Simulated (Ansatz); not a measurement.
## C2H6BF, SMILES BCCF: a rigid scan of one bond length, step by step

With Ansatz's Python interface.

Typed at the interpreter:
```pycon
>>> import ansatz as az
>>> from ase import Atoms
>>> import numpy as np
>>> BASIS = 'def2-SVP'
>>> XC = 'b3lyp'
>>> atoms = Atoms(['B', 'C', 'C', 'F', 'H', 'H', 'H', 'H', 'H', 'H'], positions=[
...     (-1.1008, 0.5954, -0.6576),
...     (-0.2083, -0.5554, -0.2003),
...     (0.9339, -0.0313, 0.6142),
...     (1.8388, -1.0827, 1.0124),
...     (-1.3184, 0.8361, -1.8382),
...     (-1.6892, 1.336, 0.1307),
...     (0.2075, -1.0807, -1.092),
...     (-0.764, -1.2478, 0.4007),
...     (0.6012, 0.5035, 1.5808),
...     (1.5824, 0.6755, 0.0523),
... ])
>>> system = az.Crystal.molecule_from_ase(atoms)
>>> symbols = [site.symbol for site in system.cartesian_sites]
>>> start = np.array([site.position_ang for site in system.cartesian_sites])
>>> axis = (start[4] - start[0]) / np.linalg.norm(start[4] - start[0])
>>> moving = [4]
>>> lengths, energies = [1.077, 1.126, 1.175, 1.224, 1.273, 1.322, 1.371, 1.445], []
>>> for length in lengths:
...     xyz = start.copy()
...     xyz[moving] += (length - np.linalg.norm(start[4] - start[0])) * axis
...     point = az.Crystal.molecule()
...     for symbol, place in zip(symbols, xyz):
...         point = point.atom(symbol, place.tolist())
...     calculation = point.calculation().basis(gaussian=BASIS).functional(XC).accuracy('medium')
...     rep = calculation.run().report
...     energies.append(rep['free_energy_ev'])
...     print(f'r = {length:6.3f} A  E = {energies[-1]:.5f} eV  <S^2> = {abs(rep["mean_field"]["state"]["spin_squared"]):.3f}')
...
r =  1.077 A  E = -5559.69194 eV  <S^2> = 0.000
r =  1.126 A  E = -5559.85064 eV  <S^2> = 0.000
r =  1.175 A  E = -5559.92679 eV  <S^2> = 0.000
r =  1.224 A  E = -5559.93769 eV  <S^2> = 0.000
r =  1.273 A  E = -5559.89720 eV  <S^2> = 0.000
r =  1.322 A  E = -5559.81657 eV  <S^2> = 0.000
r =  1.371 A  E = -5559.70484 eV  <S^2> = 0.000
r =  1.445 A  E = -5559.49305 eV  <S^2> = 0.000
>>> # quartic fit about the minimum
>>> fit = np.polynomial.Polynomial.fit(lengths, np.array(energies) - min(energies), 4).convert()
>>> roots = [r.real for r in fit.deriv().roots() if abs(r.imag) < 1e-9 and fit.deriv(2)(r.real) > 0]
>>> r_e = min(roots, key=lambda r: abs(r - lengths[int(np.argmin(energies))]))
>>> print(f'minimum of the fit at {r_e:.4f} A, force constant {fit.deriv(2)(r_e):.2f} eV/A^2')
minimum of the fit at 1.2084 A, force constant 23.16 eV/A^2
```

Notes:
- These settings explore the input space; basis and method may be short of convergence.
- The rest of the molecule is held rigid at a force-field or estimated start geometry, and the basis set is modest; single-reference methods fail as a bond breaks.
- b3lyp holds the VWN-RPA fit, as in Gaussian; the form of ORCA and Turbomole is b3lyp5.
- The orbitals are restricted, so S² is zero by construction.
- The whole script took 17 s on 1 thread of Arm Neoverse V1, on a shared host, peak memory 0.22 GiB.
